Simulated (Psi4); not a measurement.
# One shape, several levels: SnN2H4 (Sn(NH2)2)

We compute a comparison of 3 runs (HF/3-21G, DSD-PBEP86/def2-SVP, HSE06/def2-SVP) of SnN2H4 (Sn(NH2)2). 

The calculation is run with Psi4 1.11.

### 1 Starting point

SnN2H4: 7 atoms, total charge 0, spin state singlet. As SMILES, `[NH2][Sn][NH2]`. One bond was lengthened or shortened from a relaxed shape.

Bond lengths: Sn1–N2 2.042 Å, Sn1–N5 2.042 Å, N2–H3 1.009 Å, N2–H4 1.161 Å, N5–H6 1.009 Å, N5–H7 1.009 Å. Angles: N2–Sn1–N5 94.4°, Sn1–N2–H3 126.1°, Sn1–N2–H4 126.2°, Sn1–N5–H6 126.1°, Sn1–N5–H7 126.3°, H3–N2–H4 107.7°, H6–N5–H7 107.6°.

### 2 Energy and gradient at HF/3-21G (run 1)

File input.dat:

```
memory 1600 MB

molecule geom {
  0 1
  Sn     0.024669     0.714559    -1.399002
  N      1.516649     0.054749    -0.170312
  H      2.506699     0.109609    -0.354832
  H      1.377620    -0.461000     0.860060
  N     -1.479281     0.109539    -0.156892
  H     -2.468491     0.223459    -0.321862
  H     -1.369031    -0.347181     0.736238
  symmetry c1
  no_reorient
  no_com
}

set globals {
  basis 3-21G
  puream true
  e_convergence 1e-09
  d_convergence 1e-08
  scf_type pk
}

e_tot, wfn = gradient('scf', return_wfn=True)
oeprop(wfn, 'DIPOLE', 'MULLIKEN_CHARGES', 'MAYER_INDICES', title='SCF')
```

The run is started by

```console
$ psi4 -i input.dat -o output.dat -n 1
```

output.dat:

```text
[...]
  Running in c1 symmetry.
[...]
  Nuclear repulsion =  247.620999829484333
[...]
  Multiplicity = 1
[...]
  Nalpha       = 34
  Nbeta        = 34
[...]
    Number of basis functions: 57
[...]
   @RHF iter   1: -6106.65570403717084   -4.12033e+00   1.05244e-02 ADIIS/DIIS
[...]
   @RHF iter  12: -6106.91847807987415   -3.63798e-12   2.58868e-09 DIIS
[...]
    Orbital Energies [Eh]
    ---------------------
    Doubly Occupied:
       1A   -1034.856058     2A   -156.197779     3A   -145.343583
       4A   -145.343137     5A   -145.342888     6A    -31.503536
       7A    -26.879828     8A    -26.877292     9A    -26.876026
      10A    -19.046854    11A    -19.046109    12A    -19.044794
      13A    -19.043801    14A    -19.042684    15A    -15.436223
      16A    -15.421431    17A     -5.513050    18A     -3.899922
      19A     -3.893401    20A     -3.889313    21A     -1.386572
      22A     -1.382324    23A     -1.380528    24A     -1.377383
      25A     -1.369927    26A     -1.071712    27A     -1.041251
      28A     -0.611987    29A     -0.597725    30A     -0.559831
      31A     -0.482003    32A     -0.383015    33A     -0.346789
      34A     -0.312667
[...]
  @RHF Final Energy: -6106.91847807987415
   => Energetics <=
    Nuclear Repulsion Energy =            247.6209998294843331
    One-Electron Energy =               -8919.4761017522669135
    Two-Electron Energy =                2564.9366238429097393
    Total Energy =                      -6106.9184780798732390
[...]
  -Total Gradient:
     Atom            X                  Y                   Z
    ------   -----------------  -----------------  -----------------
       1        0.001719289506     0.012369517281    -0.023988843627
       2        0.018868559874     0.034451532907    -0.068837087825
       3        0.003395743780    -0.000877464376     0.001041626475
       4       -0.008236858270    -0.039900066002     0.079673089131
       5       -0.004464451979    -0.002186747533     0.003498467753
       6       -0.005231654089    -0.002700709930     0.005810857272
       7       -0.006050628825    -0.001156061957     0.002801890610
[...]
 Multipole Moments:
 ------------------------------------------------------------------------------------
     Multipole            Electronic (a.u.)      Nuclear  (a.u.)        Total (a.u.)
 ------------------------------------------------------------------------------------
 L = 1.  Multiply by 2.5417464519 to convert [e a0] to [Debye]
 Dipole X            :         -2.9353931            2.9136232           -0.0217699
 Dipole Y            :        -68.9856639           68.7914224           -0.1942415
 Dipole Z            :        135.1619625         -134.7770134            0.3849491
 Magnitude           :                                                    0.4317285
[...]
  Mulliken Charges: (a.u.)
   Center  Symbol    Alpha    Beta     Spin     Total
       1    SN    24.51470 24.51470  0.00000  0.97060
       2     N     4.01996  4.01996  0.00000 -1.03992
       3     H     0.34749  0.34749  0.00000  0.30501
       4     H     0.37678  0.37678  0.00000  0.24645
       5     N     4.03871  4.03871  0.00000 -1.07742
       6     H     0.34994  0.34994  0.00000  0.30011
       7     H     0.35242  0.35242  0.00000  0.29516
   Total alpha = 34.00000, Total beta = 34.00000, Total charge = -0.00000
  Mayer Bond Indices:
[...]
```

Run time: 3.3 s. Hardware: 1 thread of Intel Xeon at 2.60GHz (Ice Lake), shared host; peak memory 0.2 GiB.

### 3 The energy at DSD-PBEP86/def2-SVP (core potential, density fitting for correlation) (run 2)

File run_ase.py:

```python
import numpy as np
from ase.calculators.psi4 import Psi4
from ase import Atoms

a = Atoms(['Sn', 'N', 'H', 'H', 'N', 'H', 'H'], positions=[
    [0.024669, 0.714559, -1.399002],
    [1.516649, 0.054749, -0.170312],
    [2.506699, 0.109609, -0.354832],
    [1.377620, -0.461000, 0.860060],
    [-1.479281, 0.109539, -0.156892],
    [-2.468491, 0.223459, -0.321862],
    [-1.369031, -0.347181, 0.736238],
])
calc = Psi4(atoms=a, method='dsd-pbep86', basis='def2-SVP', memory='1600MB', num_threads=1, charge=0, multiplicity=1, label='calc')
calc.psi4.set_options({'puream': True, 'e_convergence': 1e-09, 'd_convergence': 1e-08, 'scf_type': 'pk', 'dft_radial_points': 99, 'dft_spherical_points': 590, 'num_frozen_docc': 6})
a.calc = calc

print(f'energy: {a.get_potential_energy():.6f} eV')
```

The run is started by

```console
$ python run_ase.py
```

calc.dat:

```text
[...]
    !!!  WARNING: ECP capability is in beta. Please check occupations closely.  !!!
[...]
  Running in c1 symmetry.
[...]
  Nuclear repulsion =  124.809311532491805
[...]
  Multiplicity = 1
[...]
  Nalpha       = 20
  Nbeta        = 20
[...]
    Number of basis functions: 74
[...]
   @RKS iter   1:  -324.87536276772363   -1.88399e+00   1.10706e-02 DIIS/ADIIS
[...]
   @RKS iter  12:  -325.19834788651411   -1.47793e-12   2.16235e-09 DIIS
[...]
    Orbital Energies [Eh]
    ---------------------
    Doubly Occupied:
       1A    -15.100338     2A    -15.086907     3A     -5.577057
       4A     -3.823048     5A     -3.818111     6A     -3.813820
       7A     -1.203203     8A     -1.201233     9A     -1.198668
      10A     -1.194021    11A     -1.188764    12A     -0.978062
      13A     -0.948185    14A     -0.580341    15A     -0.560579
      16A     -0.526107    17A     -0.447100    18A     -0.348439
      19A     -0.312991    20A     -0.305120
[...]
  @RKS Final Energy:  -325.19834788651411
   => Energetics <=
    Nuclear Repulsion Energy =            124.8093115324918045
    One-Electron Energy =                -776.8083439397109942
    Two-Electron Energy =                 336.4013503920144217
    DFT Exchange-Correlation Energy =      -9.6006658713093866
    Empirical Dispersion Energy =           0.0000000000000000
    VV10 Nonlocal Energy =                  0.0000000000000000
    Total Energy =                       -325.1983478865141137
[...]
 Multipole Moments:
 ------------------------------------------------------------------------------------
     Multipole            Electronic (a.u.)      Nuclear  (a.u.)        Total (a.u.)
 ------------------------------------------------------------------------------------
 L = 1.  Multiply by 2.5417464519 to convert [e a0] to [Debye]
 Dipole X            :          0.1305758           -0.1469775           -0.0164016
 Dipole Y            :         12.4344624          -12.5477289           -0.1132665
 Dipole Z            :        -24.2918874           24.5171390            0.2252516
 Magnitude           :                                                    0.2526590
[...]
```

The script printed:

```text
energy: -8855.628359 eV
```

It took 12 s on 1 thread of Intel Xeon at 2.60GHz (Ice Lake), shared host; peak memory 0.99 GiB.

### 4 Energy and gradient at HSE06/def2-SVP (core potential) (run 3)

File h4n2sn.json:

```json
{
  "schema_name": "qcschema_input",
  "schema_version": 1,
  "molecule": {
    "schema_name": "qcschema_molecule",
    "schema_version": 2,
    "symbols": ["Sn", "N", "H", "H", "N", "H", "H"],
    "geometry": [0.04661765, 1.35032081, -2.64373063, 2.86605124, 0.10346062, -0.32184304, 4.73697459, 0.20713099, -0.6705353, 2.6033245, -0.87116374, 1.62527785, -2.79543595, 0.20699871, -0.29648291, -4.66477193, 0.42227631, -0.60823103, -2.58709365, -0.65607701, 1.39128818],
    "molecular_charge": 0,
    "molecular_multiplicity": 1,
    "fix_symmetry": "c1",
    "fix_com": true,
    "fix_orientation": true
  },
  "driver": "gradient",
  "model": {
    "method": "hse06",
    "basis": "def2-SVP"
  },
  "keywords": {
    "puream": true,
    "e_convergence": 1e-09,
    "d_convergence": 1e-08,
    "scf_type": "pk",
    "dft_radial_points": 99,
    "dft_spherical_points": 590
  }
}
```

The run is started by

```console
$ psi4 --qcschema h4n2sn.json -n 1 --memory 1600MB
```

stdout, cut to the lines that bear on the results:

```text
[...]
    !!!  WARNING: ECP capability is in beta. Please check occupations closely.  !!!
[...]
  Running in c1 symmetry.
[...]
  Nuclear repulsion =  124.809311573771311
[...]
  Multiplicity = 1
[...]
  Nalpha       = 20
  Nbeta        = 20
[...]
    Number of basis functions: 74
[...]
   @RKS iter   1:  -325.42309246491561   -1.21524e+00   1.52351e-02 ADIIS/DIIS
[...]
   @RKS iter  12:  -326.01313587711297    5.79803e-12   5.24472e-09 DIIS
[...]
  @RKS Final Energy:  -326.01313587711297
   => Energetics <=
    Nuclear Repulsion Energy =            124.8093115737713106
    One-Electron Energy =                -777.0827112640720316
    Two-Electron Energy =                 352.1835688486332856
    DFT Exchange-Correlation Energy =     -25.9233050354455479
    Empirical Dispersion Energy =           0.0000000000000000
    VV10 Nonlocal Energy =                  0.0000000000000000
    Total Energy =                       -326.0131358771129726
[...]
 Multipole Moments:
 ------------------------------------------------------------------------------------
     Multipole            Electronic (a.u.)      Nuclear  (a.u.)        Total (a.u.)
 ------------------------------------------------------------------------------------
 L = 1.  Multiply by 2.5417464519 to convert [e a0] to [Debye]
 Dipole X            :         -1.6239683            1.6083288           -0.0156394
 Dipole Y            :        -31.1448837           30.9824397           -0.1624440
 Dipole Z            :         61.0734151          -60.7525558            0.3208593
 Magnitude           :                                                    0.3599768
[...]
  -Total Gradient:
     Atom            X                  Y                   Z
    ------   -----------------  -----------------  -----------------
       1        0.000243870158     0.001202932889    -0.002123354061
       2        0.016954227933     0.036866290604    -0.074189233617
       3       -0.005986722655    -0.001346257452     0.002899330591
       4       -0.008446899172    -0.036216190604     0.072483302609
       5       -0.001576616271    -0.000461706680     0.000854407786
       6        0.003986270086    -0.003107661318     0.005789693514
       7       -0.005176276536     0.003051704863    -0.005691859161
[...]
```

The result, in JSON:

```text
{
 "driver": "gradient",
 "model": {
  "method": "hse06",
  "basis": "def2-SVP"
 },
 "success": true,
 "return_result": [0.00024387015773257676, 0.0012029328888153723, -0.002123354061181665, 0.016954227933239627, 0.03686629060362986, -0.07418923361749623, -0.005986722654822696, -0.0013462574516578396, 0.002899330590933412, -0.008446899172158871, -0.03621619060424287, 0.07248330260913402, -0.001576616270811959, -0.0004617066796813729, 0.0008544077857820936, 0.003986270086365873, -0.0031076613182631774, 0.005789693513909927, -0.005176276536128784, 0.003051704863328633, -0.005691859161121415],
 "properties": {
  "calcinfo_nbasis": 74,
  "calcinfo_nmo": 74,
  "calcinfo_nalpha": 20,
  "calcinfo_nbeta": 20,
  "calcinfo_natom": 7,
  "nuclear_repulsion_energy": 124.80931157377131,
  "return_energy": -326.013135877113,
  "return_gradient": [0.00024387015773257676, 0.0012029328888153723, -0.002123354061181665, 0.016954227933239627, 0.03686629060362986, -0.07418923361749623, -0.005986722654822696, -0.0013462574516578396, 0.002899330590933412, -0.008446899172158871, -0.03621619060424287, 0.07248330260913402, -0.001576616270811959, -0.0004617066796813729, 0.0008544077857820936, 0.003986270086365873, -0.0031076613182631774, 0.005789693513909927, -0.005176276536128784, 0.003051704863328633, -0.005691859161121415],
  "scf_one_electron_energy": -777.082711264072,
  "scf_two_electron_energy": 352.1835688486333,
  "scf_xc_energy": -25.923305035445548,
  "scf_dipole_moment": [-0.015639416205116108, -0.1624440434231289, 0.3208592699502617],
  "scf_total_energy": -326.013135877113,
  "scf_total_gradient": [0.00024387015773257676, 0.0012029328888153723, -0.002123354061181665, 0.016954227933239627, 0.03686629060362986, -0.07418923361749623, -0.005986722654822696, -0.0013462574516578396, 0.002899330590933412, -0.008446899172158871, -0.03621619060424287, 0.07248330260913402, -0.001576616270811959, -0.0004617066796813729, 0.0008544077857820936, 0.003986270086365873, -0.0031076613182631774, 0.005789693513909927, -0.005176276536128784, 0.003051704863328633, -0.005691859161121415],
  "scf_iterations": 12
 }
}
```

It took 41 s on 1 thread of Intel Xeon at 2.60GHz (Ice Lake), shared host; peak memory 1 GiB.

### 5 Overview of the runs

| run | level | task | core potential | energy (Eh) | dipole moment (D) | HOMO energy (eV) | LUMO energy (eV) | wall time |
| --- | --- | --- | --- | --- | --- | --- | --- | --- |
| 1 | HF/3-21G | gradient | none | -6106.918478 | 1.10 | -8.51 | 1.91 | 3.3 s |
| 2 | DSD-PBEP86/def2-SVP (core potential, density fitting for correlation) | energy | def2 | -325.438342 | – | -8.30 | 0.62 | 12 s |
| 3 | HSE06/def2-SVP (core potential) | gradient | def2 | -326.013136 | 0.91 | -5.86 | -1.33 | 41 s |

### 6 Summary of results

```
                       quantity          value
            run 3: total energy  -326.01314 Eh
           run 3: dipole moment         0.91 D
             run 3: HOMO energy       -5.86 eV
             run 3: LUMO energy       -1.33 eV
           run 3: HOMO–LUMO gap        4.53 eV
run 3: largest force on an atom     4.348 eV/Å
```

In words: The HOMO–LUMO gap runs from 4.53 eV (HSE06/def2-SVP) to 10.42 eV (HF/3-21G). The two ends differ in method and basis and core potential. Totals of different functionals can't be ranked against each other. Some runs of one species differ in core potentials or relativity; totals across that change don't compare. In run 1 relativity is left out where basis or elements ask for it. All runs together took 56 s, the longest 41 s.
